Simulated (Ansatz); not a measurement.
C2H4OSe, SMILES C=C(O)[SeH], a rigid scan of one bond length

Program: the Ansatz DFT code, driven from Python.

Notebook, run cell by cell (the value of a cell's last expression is shown):

```python
from dataclasses import dataclass

import ansatz as az
import numpy as np
```

```python
@dataclass
class Settings:
    basis: str = "def2-SVP"
    functional: str = "hf"


cfg = Settings()
```

```python
GEOMETRY = """
C    -0.74960    0.91720   -0.10320
C     0.13390    0.02110   -0.19500
O     1.44880    0.38210   -0.18050
Se   -0.28680   -1.81420   -0.34970
H    -0.51980    1.99810   -0.04670
H    -1.84720    0.71260   -0.13620
H     2.23160   -0.32350   -0.22150
H    -0.31880   -1.95040    1.17700
"""
```

```python
system = az.Crystal.molecule()
for line in GEOMETRY.strip().splitlines():
    symbol, *xyz = line.split()
    system = system.atom(symbol, [float(v) for v in xyz])
```

```python
symbols = [site.symbol for site in system.cartesian_sites]
start = np.array([site.position_ang for site in system.cartesian_sites])
axis = (start[2] - start[1]) / np.linalg.norm(start[2] - start[1])
moving = [2, 6]
lengths, energies = [1.2, 1.255, 1.309, 1.364, 1.418, 1.473, 1.527, 1.609], []
for length in lengths:
    xyz = start.copy()
    xyz[moving] += (length - np.linalg.norm(start[2] - start[1])) * axis
    point = az.Crystal.molecule()
    for symbol, place in zip(symbols, xyz):
        point = point.atom(symbol, place.tolist())
    calculation = point.calculation()
    calculation = calculation.basis(gaussian=cfg.basis)
    calculation = calculation.functional(cfg.functional)
    data = calculation.run().report
    energies.append(data["free_energy_ev"])
    print(f"r = {length:6.3f} A  E = {energies[-1]:.5f} eV  <S^2> = {abs(data['mean_field']['state']['spin_squared']):.3f}")
```

    r =  1.200 A  E = -69450.65565 eV  <S^2> = 0.000
    r =  1.255 A  E = -69451.09974 eV  <S^2> = 0.000
    r =  1.309 A  E = -69451.29923 eV  <S^2> = 0.000
    r =  1.364 A  E = -69451.32617 eV  <S^2> = 0.000
    r =  1.418 A  E = -69451.22714 eV  <S^2> = 0.000
    r =  1.473 A  E = -69451.03530 eV  <S^2> = 0.000
    r =  1.527 A  E = -69450.78476 eV  <S^2> = 0.000
    r =  1.609 A  E = -69450.33043 eV  <S^2> = 0.000

```python
fit = np.polynomial.Polynomial.fit(lengths, np.array(energies) - min(energies), 4).convert()
roots = [r.real for r in fit.deriv().roots() if abs(r.imag) < 1e-9 and fit.deriv(2)(r.real) > 0]
r_e = min(roots, key=lambda r: abs(r - lengths[int(np.argmin(energies))]))
print(f"minimum of the fit at {r_e:.4f} A, force constant {fit.deriv(2)(r_e):.2f} eV/A^2")
```

    minimum of the fit at 1.3457 A, force constant 47.79 eV/A^2

Total energies depend on the basis set; only differences at equal settings carry meaning. The rest of the molecule is held rigid at a force-field or estimated start geometry, and the basis set is modest; single-reference methods fail as a bond breaks. Hartree-Fock leaves correlation out, so bond, atomisation and ionisation energies come out well too low. The orbitals are restricted, so S² is zero by construction. Timing: 7.9 s on 1 thread of Arm Neoverse V2, on a shared host, peak memory 0.24 GiB.
